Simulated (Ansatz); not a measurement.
# C2H8AlN: the cost of one run

All numbers below are computed with Ansatz 0.2.0 (UKS PBE0/STO-3G).

**1. Starting point**

Bond lengths: Al1–C2 2.292 Å, Al1–N3 1.709 Å, Al1–H4 1.779 Å, Al1–C5 2.007 Å, C2–H6 1.091 Å, C2–H7 1.092 Å, C2–H8 1.091 Å, N3–H9 1.009 Å, C5–H10 1.098 Å, C5–H11 1.100 Å, C5–H12 1.096 Å. Angles (14 of 19 angles, heavy atoms first): C2–Al1–N3 83.1°, C2–Al1–C5 115.4°, N3–Al1–C5 161.6°, Al1–C2–H6 99.2°, Al1–C2–H7 98.1°, Al1–C2–H8 138.4°, C2–Al1–H4 37.7°, N3–Al1–H4 45.4°, H4–Al1–C5 153.0°, Al1–N3–H9 150.3°, Al1–C5–H10 114.1°, Al1–C5–H11 109.6°, Al1–C5–H12 112.3°, H6–C2–H7 107.0°.

Coordinates:

```xyz
12

Al   -0.1275   -0.6129   -0.3251
C     0.3865    0.7471    1.4473
N     0.0357   -1.8492    0.8429
H     0.2575   -0.6480    1.4111
C    -0.4323    0.3288   -2.0709
H    -0.4827    1.4053    1.4190
H     1.2136    1.2922    0.9888
H     0.6491    0.6499    2.5015
H     0.0024   -2.8256    1.0958
H    -0.7538    1.3739   -1.9665
H    -1.2118   -0.1969   -2.6416
H     0.4634    0.3352   -2.7024
```

**2. Run 1**

150 steps of 0.5 fs at constant energy, with velocities drawn for 600 K.

input.yaml

```yaml
crystal:
  periodic: [false, false, false]
  atoms:
    - { symbol: Al, position_ang: [-0.1275, -0.6129, -0.3251] }
    - { symbol: C, position_ang: [0.3865, 0.7471, 1.4473] }
    - { symbol: "N", position_ang: [0.0357, -1.8492, 0.8429] }
    - { symbol: H, position_ang: [0.2575, -0.648, 1.4111] }
    - { symbol: C, position_ang: [-0.4323, 0.3288, -2.0709] }
    - { symbol: H, position_ang: [-0.4827, 1.4053, 1.419] }
    - { symbol: H, position_ang: [1.2136, 1.2922, 0.9888] }
    - { symbol: H, position_ang: [0.6491, 0.6499, 2.5015] }
    - { symbol: H, position_ang: [0.0024, -2.8256, 1.0958] }
    - { symbol: H, position_ang: [-0.7538, 1.3739, -1.9665] }
    - { symbol: H, position_ang: [-1.2118, -0.1969, -2.6416] }
    - { symbol: H, position_ang: [0.4634, 0.3352, -2.7024] }
magnetization:
  spin_polarized: true
basis:
  gaussian: { orbitals: STO-3G }
hamiltonian:
  xc: pbe0
md:
  timestep: 0.5
  n_steps: 150
  ensemble: nve
  temperature: 600.0
  initial_velocities: maxwell_boltzmann
  seed: 217712
```

On the command line:

```bash
$ ansatz run input.yaml --threads 1 --pin off --max-ram 2048MiB --backend cpu --events-out ev --progress --plain --runs-dir out
```

**Question.** How long does this run take on 1 thread of an x86-64 CPU, shared host, and how much memory does it need?

About 8.7 min, with a peak of 0.14 GiB.
